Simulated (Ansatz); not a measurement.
# C₂H₂SSe: up Jacob's ladder to CCSD(T)

The task here is to estimate one member of a computed series from the others.

Program: Ansatz 0.2.0, Gaussian basis. Level of theory: functionals in def2-TZVPP, the program's frozen cores in correlated methods. These are calculated values, not measurements.

The runs, in order: LDA (SPW92), PBE-D4, revPBE-D4, BLYP-D4, r2SCAN-D4, B97M-V, PBE0-D4, B3LYP-D4, r2SCANh-D4, r2SCAN0-D4, HSE06-D4, BHLYP-D4, CAM-B3LYP-D4, LC-ωPBE, ωB97X-V, ωB97M-V, B2PLYP, PBE-QIDH; CCSD(T)/def2-SVP; CCSD(T)/def2-TZVPP; MP2/def2-QZVPP; extrapolation to the limit; RPA on PBE.

### The geometry

An earlier PBE0-D4 in a triple-zeta def2 set relaxation fixed the geometry.

SMILES `SC=C=[Se]`, 6 atoms, charge 0, spin multiplicity 1.

Atoms are counted from 1 here; the program's logs count them from 0.

Bond lengths: S1–C2 1.766 Å, S1–H5 1.347 Å, C2–C3 1.307 Å, C2–H6 1.085 Å, C3–Se4 1.690 Å. Angles: C2–S1–H5 97.7°, S1–C2–C3 118.0°, S1–C2–H6 120.4°, C3–C2–H6 121.4°, C2–C3–Se4 179.2°.

Set-up of the first run:

File in.yaml:

```yaml
crystal:
  periodic: [false, false, false]
  atoms:
    - {symbol: S, position_ang: [1.121638, 0.529173, -1.084899]}
    - {symbol: C, position_ang: [0.340644, -0.115543, 0.361596]}
    - {symbol: C, position_ang: [-0.806983, -0.724116, 0.220746]}
    - {symbol: Se, position_ang: [-2.286949, -1.514036, 0.015209]}
    - {symbol: H, position_ang: [0.832510, 1.829182, -0.882007]}
    - {symbol: H, position_ang: [0.841241, -0.068660, 1.323054]}
basis:
  gaussian: {orbitals: def2-TZVPP}
hamiltonian: {xc: lda}
output: {orbitals: {seedname: orbitals}}
```

The run is started by

```console
$ ansatz run in.yaml --threads 2 --pin off --events-out ev --progress --plain --max-ram 4352MiB
```

Among the steps run: LDA; PBE-D4 (GGA); revPBE-D4 (GGA); BLYP-D4 (GGA); r2SCAN-D4 (meta-GGA); B97M-V (meta-GGA); B3LYP-D4 (hybrid); r2SCANh-D4 (hybrid); r2SCAN0-D4 (hybrid); HSE06-D4 (hybrid); BHLYP-D4 (hybrid); CAM-B3LYP-D4 (range-separated); LC-ωPBE (range-separated); ωB97X-V (range-separated); ωB97M-V (range-separated); B2PLYP (double hybrid); PBE-QIDH (double hybrid).

One table of the session follows, with a row left open; its other results are not shown here.

It belongs to the step «Orbital energies across the functionals». 

| functional | HOMO (eV) | LUMO (eV) | gap (eV) |
| --- | --- | --- | --- |
| LDA (SPW92) | -5.70 | -3.72 | 1.98 |
| PBE-D4 | ? | ? | ? |
| revPBE-D4 | -5.49 | -3.44 | 2.05 |
| BLYP-D4 | -5.37 | -3.34 | 2.02 |
| r2SCAN-D4 | -5.76 | -3.43 | 2.33 |
| B97M-V | -5.77 | -3.28 | 2.49 |
| PBE0-D4 | -6.57 | -2.68 | 3.89 |
| B3LYP-D4 | -6.35 | -2.85 | 3.50 |
| r2SCANh-D4 | -6.14 | -3.11 | 3.02 |
| r2SCAN0-D4 | -6.71 | -2.64 | 4.07 |
| HSE06-D4 | -6.19 | -3.06 | 3.13 |
| BHLYP-D4 | -7.44 | -1.66 | 5.77 |
| CAM-B3LYP-D4 | -7.75 | -1.57 | 6.17 |
| LC-ωPBE | -9.03 | -0.54 | 8.48 |
| ωB97X-V | -8.69 | -0.57 | 8.12 |
| ωB97M-V | -8.56 | -0.60 | 7.95 |

**Question.** Estimate the row for PBE-D4.

The run gave: HOMO (eV): -5.54; LUMO (eV): -3.51; gap (eV): 2.03. In the column «HOMO (eV)» it lies between LDA (SPW92) (-5.70) and revPBE-D4 (-5.49).
